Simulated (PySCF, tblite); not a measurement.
# C4H14N2Si: geometry, infrared bands and NMR shifts

Wanted: the infrared bands and NMR shifts of C4H14N2Si (`CC(C)(C)N[SiH2]N`), by calculation.

Computed with tblite 0.8.0 and PySCF 2.14.0, with density-fitted response routines of our own, on a single molecule in the gas phase. Atoms are numbered from 0 throughout.

### 1 The molecule as given

21 atoms, charge 0, multiplicity 1; geometry from: force field or distance geometry start.

Bonds of the start (Å): C0–C1 1.55, C1–C2 1.52, C1–C3 1.54, C1–N4 1.47, N4–Si5 1.68, Si5–N6 1.69, C0–H7 1.10, C0–H8 1.10, C0–H9 1.09, C2–H10 1.10, C2–H11 1.11, C2–H12 1.10, C3–H13 1.10, C3–H14 1.09, C3–H15 1.11, N4–H16 1.02, Si5–H17 1.47, Si5–H18 1.47, N6–H19 1.01, N6–H20 1.01.

### 2 Optimising the geometry with GFN2-xTB

What the job is given:

```
{"job": {"kind": "relax", "xc": "GFN2-xTB", "basis": "xTB"}, "charge": 0, "multiplicity": 1}
C     -0.894900    -1.419300     0.869800
C     -0.784800    -0.065000     0.126900
C     -1.864000    -0.006000    -0.944700
C     -1.009000     1.097700     1.113900
N      0.510400     0.045600    -0.549000
Si     2.070300     0.143200     0.056900
N      2.878900     0.200300    -1.423400
H     -0.172000    -1.498300     1.691600
H     -1.896500    -1.536100     1.310400
H     -0.748800    -2.260900     0.192900
H     -1.776900    -0.822800    -1.672700
H     -2.877200    -0.078800    -0.504000
H     -1.832100     0.943000    -1.494000
H     -0.293100     1.064200     1.952900
H     -0.915100     2.071000     0.626700
H     -2.016900     1.043700     1.568000
H      0.561000    -0.657900    -1.282700
H      2.289000     1.411000     0.765300
H      2.437600    -1.082800     0.786300
H      2.479900     0.970100    -1.938400
H      3.845200     0.455100    -1.253100
```

Launch:

```bash
OMP_NUM_THREADS=1 python probes_run.py task.json out
```

The driver reads the jobs from task.json and runs them one after another.

**Question.** This job is followed by: GFN2-xTB harmonic vibrations, gas phase; GIAO PBE0/pcSseg-1 NMR shielding, non-relativistic, gas phase. Predict these results of the whole session: strongest single infrared mode (GFN2-xTB); zero-point energy (GFN2-xTB); 13C shifts against TMS (PBE0/pcSseg-1, means over atoms taken as alike); 1H shifts against TMS (PBE0/pcSseg-1, means over atoms taken as alike); 15N shifts against NH3 (PBE0/pcSseg-1); 29Si shifts against TMS (PBE0/pcSseg-1); surface potential, 1st and 99th percentile.

The runs gave:

```
                                                               quantity                         value
                              strongest single infrared mode (GFN2-xTB)         2141 cm⁻¹, 509 km/mol
                                           zero-point energy (GFN2-xTB)                112.1 kcal/mol
13C shifts against TMS (PBE0/pcSseg-1, means over atoms taken as alike)                50.1, 34.7 ppm
 1H shifts against TMS (PBE0/pcSseg-1, means over atoms taken as alike)  5.33, 1.25, -0.01, -0.12 ppm
                                 15N shifts against NH3 (PBE0/pcSseg-1)                 63.6, 7.3 ppm
                                29Si shifts against TMS (PBE0/pcSseg-1)                     -40.6 ppm
                                  surface potential, 1st and 99th percentile            -1.35 V and 1.36 V
```

What this shows: The optimisation took 123 steps and gained 0.420 eV; among the close pairs (by a distance rule), Si5–N6 changed most, from 1.688 to 1.729 Å. All 57 modes are real, so the xTB geometry is a minimum. The strongest single mode, at 2141 cm⁻¹, moves mainly H17 and H18. GFN2-xTB is a fitted tight-binding method: band positions and strengths are rough. Its intensities can rank the bands wrongly. At PBE0/pcSseg-1: The largest span, 111 ppm, is at N4, where the paramagnetic term is -121 ppm.
